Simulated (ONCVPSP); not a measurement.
# Copper: generating and testing an ONCV potential

Task: generate the file, and judge it by its errors in other configurations, its logarithmic derivatives, its ghosts and its cutoff.

Method: ONCVPSP 4.0.1.1 (patched build), PBE, scalar-relativistic.

### Step 1. The atom and the settings

The settings as typed:

```
element                 : copper (Cu, Z = 29)
type                    : optimised norm-conserving Vanderbilt (ONCV)
frozen core             : [Ne] 3s2
valence charge          : 17
reference configuration : 3p6 3d9 (charge +2)
partial waves           : s scattering state at 0.41 Ha: rc 1.45 bohr, ncon 4, nbas 9, qcut 4.1 1/bohr, 2 projectors, debl 0.6 Ha; 3p: rc 0.95 bohr, ncon 4, nbas 7, qcut 17.8 1/bohr, 2 projectors, debl 1 Ha; 3d: rc 0.95 bohr, ncon 4, nbas 9, qcut 14.4 1/bohr, local
local potential         : the d channel
core correction         : not asked for
```

The nodes and maxima of the atom's own shells, from an earlier all-electron run, set the scale for the radii.

All-electron outer shells of the reference configuration (PBE, scalar-relativistic, ld1.x):

```csv
shell,level (eV),outermost node (bohr),outermost maximum (bohr)
3p,-97.62,0.26,0.62
3d,-29.63,–,0.60
4s,-22.35,0.88,1.95
4p,-15.35,0.95,2.36
```

### Step 2. The generation run

Contents of Cu.dat:

```
# ATOM AND REFERENCE CONFIGURATION
# atsym  z   nc   nv     iexc    psfile
  Cu 29.00    4    2        4      upf
#
#   n    l    f
    1    0    2.00
    2    0    2.00
    2    1    6.00
    3    0    2.00
    3    1    6.00
    3    2    9.00
#
# PSEUDOPOTENTIAL AND OPTIMIZATION
# lmax
    2
#
#   l,   rc,      ep,       ncon, nbas, qcut
    0    1.45    0.41    4    9    4.10
    1    0.95    0.00    4    7   17.80
    2    0.95    0.00    4    9   14.40
#
# LOCAL POTENTIAL
# lloc, lpopt,  rc(5),   dvloc0
    2    5    0.95    0.00
#
# VANDERBILT-KLEINMAN-BYLANDER PROJECTORs
# l, nproj, debl
    0    2    0.60
    1    2    1.00
    2    0    1.30
#
# MODEL CORE CHARGE
# icmod, fcfact, rcfact
    0    0.00    0.00
#
# LOG DERIVATIVE ANALYSIS
# epsh1, epsh2, depsh
   -5.00    5.00    0.04
#
# OUTPUT GRID
# rlmax, drl
    6.00    0.01
#
# TEST CONFIGURATIONS
# ncnf
    4
# nvcnf
#   n    l    f
    3
    3    1    6.00
    3    2   10.00
    4    0    1.00
#
    2
    3    1    6.00
    3    2   10.00
#
    2
    3    1    6.00
    3    2    8.00
#
    3
    3    1    6.00
    3    2    9.00
    4    0    2.00
#
```

The run is started by

```console
$ oncvpsp.x < Cu.dat > Cu.out
```

What does the calculation give? Wanted: cutoffs for 1 and 0.1 mHa per electron, occupied waves; bound ghosts; GHOST(+) flags; largest test error; largest phase difference near zero energy, channels read; projector energies reset by the program.

**Answer**, as computed:

```
                                                quantity                                    value
  cutoffs for 1 and 0.1 mHa per electron, occupied waves                         92 Ha and 104 Ha
                                            bound ghosts                          s at -117.59 eV
                                          GHOST(+) flags                              s at 276 eV
                            largest test error (AE − PS)                     -29 meV, for 3p6 3d8
largest phase difference near zero energy, channels read                                0.010 rad
                 projector energies reset by the program  s: 0.050, 0.650 Ha; p: -3.587, 0.250 Ha
```

It has a bound ghost (s), a state that the atom doesn't have, and that rules the file out. The worst unpolarised test, 3p6 3d8, is off by 29 meV on 39.0 eV; by total energies transferability rates as fair. The potential is very hard: the looser tolerance needs 92 Ha. At the looser tolerance the 3d wave is the slowest; 3p needs 77 Ha. Near zero energy the phases of the channels with partial waves agree within 0.010 rad. The pseudo curves have a pole with no partner nearby in the atom's: s at -4.19 Ha. The program also flags highly localised states, GHOST(+) (s).
